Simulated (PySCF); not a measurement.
# EuH12O6 (Eu(H2O)63+): the cost of one run

The runs use PySCF 2.14.0; PBE, Eu lcecp-1-SVP with ECP52, O def2-SVP, H def2-SVP; scalar-relativistic core potentials, no spin–orbit coupling.

3 further runs of the same task are left out: 2 for a known fault of the program, 1 that didn't finish.

## 1. The starting structure

19 atoms, charge 3, spin multiplicity 1.

Bond lengths: Eu1–O2 2.403 Å, Eu1–O5 2.403 Å, Eu1–O8 2.403 Å, Eu1–O11 2.403 Å, Eu1–O14 2.403 Å, Eu1–O17 2.403 Å, O2–H3 0.987 Å, O2–H4 0.987 Å, O5–H6 0.987 Å, O5–H7 0.987 Å, O8–H9 0.987 Å, O8–H10 0.987 Å, O11–H12 0.987 Å, O11–H13 0.987 Å, O14–H15 0.987 Å, O14–H16 0.987 Å, O17–H18 0.987 Å, O17–H19 0.987 Å. Angles: O2–Eu1–O5 180.0°, O2–Eu1–O8 90.0°, O2–Eu1–O11 90.0°, O2–Eu1–O14 90.0°, O2–Eu1–O17 90.0°, O5–Eu1–O8 90.0°, O5–Eu1–O11 90.0°, O5–Eu1–O14 90.0°, O5–Eu1–O17 90.0°, O8–Eu1–O11 90.0°, O8–Eu1–O14 180.0°, O8–Eu1–O17 90.0°, O11–Eu1–O14 90.0°, O11–Eu1–O17 180.0°, O14–Eu1–O17 90.0°, Eu1–O2–H3 128.2°, Eu1–O2–H4 128.2°, H3–O2–H4 103.6° and more.

Coordinates:

```xyz
19
EuH12O6
Eu    0.0000    0.0000    0.0000
O     0.0000    0.0000    2.4029
H     0.7761   -0.0012    3.0133
H    -0.7761    0.0012    3.0133
O     0.0000    0.0000   -2.4029
H     0.7761    0.0012   -3.0133
H    -0.7761   -0.0012   -3.0133
O     2.4032    0.0000    0.0000
H     3.0138   -0.7756   -0.0013
H     3.0138    0.7756    0.0013
O     0.0000    2.4026    0.0000
H     0.0027    3.0130    0.7761
H    -0.0027    3.0130   -0.7761
O    -2.4032    0.0000    0.0000
H    -3.0138    0.7756   -0.0013
H    -3.0138   -0.7756    0.0013
O     0.0000   -2.4026    0.0000
H    -0.0027   -3.0130    0.7761
H     0.0027   -3.0130   -0.7761
```

Formal oxidation states: Eu +3. Each metal's 6 4f electrons lie in its core potential, so multiplicities, spins and levels count the valence alone. An earlier session relaxed this geometry at PBE, Eu lcecp-1-SVP with ECP52, O def2-SVP, H def2-SVP (singlet, point group Th).

Its energy there is -492.250211 Eh.

## 2. Atoms moved at random, σ = 0.15 Å

Contents of run.py (the lines that set the calculation):

```python
mol = gto.M(atom='''
Eu    -0.03729    -0.12690    -0.15005
O     -0.05322    -0.13611     2.37842
H      0.62419    -0.00613     3.19443
H     -0.66701    -0.16571     3.04518
O     -0.05960     0.00531    -2.54331
H      0.70567    -0.10021    -3.06135
H     -0.64353     0.05220    -3.12698
O      2.58795    -0.01858     0.10281
H      2.95741    -0.84468     0.19914
H      2.83206     0.93412    -0.28286
O      0.13841     2.26314     0.16247
H     -0.29487     3.17479     0.60271
H      0.19961     2.93062    -0.86583
O     -2.33944     0.12219    -0.01201
H     -3.04550     0.95825     0.16699
H     -2.76545    -0.63453     0.03567
O      0.12323    -2.57447     0.06927
H      0.06897    -2.81050     0.97646
H     -0.33160    -3.02279    -0.89117''',
    basis={'Eu': 'lcecp-1-SVP', 'O': 'def2-SVP', 'H': 'def2-SVP'},
    ecp={'Eu': 'lcecp-1-SVP'},
    charge=3, spin=0)
mf = dft.RKS(mol, xc='PBE')
mf.grids.atom_grid = (50, 194)  # f atoms: unpruned, at least (60, 302)
mf = mf.density_fit()  # fitting sets: Eu AutoAux, O def2-universal-JKFIT, H def2-universal-JKFIT
mf.conv_tol = 1e-08; mf.max_cycle = 55
mf.kernel(dm0)  # dm0: the density of the relaxed state
```

Run with:

```bash
OMP_NUM_THREADS=4 python run.py
```

**Question.** How long does this run take on 4 threads of Arm Neoverse V2, shared host?

About 10 s.
